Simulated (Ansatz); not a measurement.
# C2H6O2Si: how energies converge with the basis set

One table from this session's results is given with a row withheld; the runs are named, their logs left out.

Computed with Ansatz 0.2.0, Gaussian basis. Level: one geometry, several basis sets.

Plan: PBE0-D4/def2-SVP; ωB97M-V/def2-SVP; PBE0-D4/def2-QZVPP; ωB97M-V/def2-QZVPP; the functionals' def2-TZVPP values are taken from earlier runs.

## The relaxed structure

An earlier PBE0-D4 in a triple-zeta def2 set relaxation fixed the geometry.

SMILES `COC(=O)[SiH3]`, 11 atoms, charge 0, spin multiplicity 1.

Atoms are counted from 1 here; the program's logs count them from 0.

Bond lengths: C1–O2 1.429 Å, C1–H6 1.091 Å, C1–H7 1.087 Å, C1–H8 1.091 Å, O2–C3 1.340 Å, C3–O4 1.203 Å, C3–Si5 1.920 Å, Si5–H9 1.482 Å, Si5–H10 1.482 Å, Si5–H11 1.483 Å. Angles: O2–C1–H6 110.5°, O2–C1–H7 105.8°, O2–C1–H8 110.5°, H6–C1–H7 110.6°, H6–C1–H8 108.8°, H7–C1–H8 110.6°, C1–O2–C3 115.5°, O2–C3–O4 123.5°, O2–C3–Si5 113.9°, O4–C3–Si5 122.6°, C3–Si5–H9 111.7°, C3–Si5–H10 106.9°, C3–Si5–H11 106.8°, H9–Si5–H10 110.7°, H9–Si5–H11 110.5°, H10–Si5–H11 110.1°.

Set-up of the first run:

in.yaml reads:

```yaml
crystal:
  periodic: [false, false, false]
  atoms:
    - {symbol: C, position_ang: [-1.460396, -1.245108, 0.675808]}
    - {symbol: O, position_ang: [-0.772129, -0.024379, 0.393851]}
    - {symbol: C, position_ang: [0.418543, -0.158651, -0.205713]}
    - {symbol: O, position_ang: [0.899965, -1.222088, -0.497122]}
    - {symbol: Si, position_ang: [1.296701, 1.509102, -0.571243]}
    - {symbol: H, position_ang: [-1.653985, -1.795354, -0.245745]}
    - {symbol: H, position_ang: [-2.393630, -0.955250, 1.152537]}
    - {symbol: H, position_ang: [-0.867029, -1.872426, 1.342075]}
    - {symbol: H, position_ang: [0.519729, 2.661313, -0.055233]}
    - {symbol: H, position_ang: [2.629125, 1.444665, 0.074469]}
    - {symbol: H, position_ang: [1.448505, 1.601177, -2.043084]}
basis:
  gaussian: {orbitals: def2-SVP}
hamiltonian: {xc: pbe0, dispersion: d4}
output: {orbitals: {seedname: orbitals}}
```

Started as:

```
$ ansatz run in.yaml --threads 4 --pin off --events-out ev --progress --plain --max-ram 10444MiB
```

Among the steps run: PBE0-D4 in def2-SVP; ωB97M-V in def2-SVP; PBE0-D4 in def2-QZVPP; ωB97M-V in def2-QZVPP.

One table of the session follows, with a row left open; its other results are not shown here.

It belongs to the step «Functionals by basis». 

| functional | basis | HOMO (eV) |
| --- | --- | --- |
| PBE0-D4 | def2-SVP | -7.68 |
| PBE0-D4 | def2-TZVPP | -7.81 |
| PBE0-D4 | def2-QZVPP | -7.84 |
| ωB97M-V | def2-SVP | -9.99 |
| ωB97M-V | def2-TZVPP | -10.15 |
| ωB97M-V | def2-QZVPP | ? |

**Question.** Estimate the row for ωB97M-V, def2-QZVPP.

The run gave: HOMO (eV): -10.18. In the column «HOMO (eV)» it is the lowest.
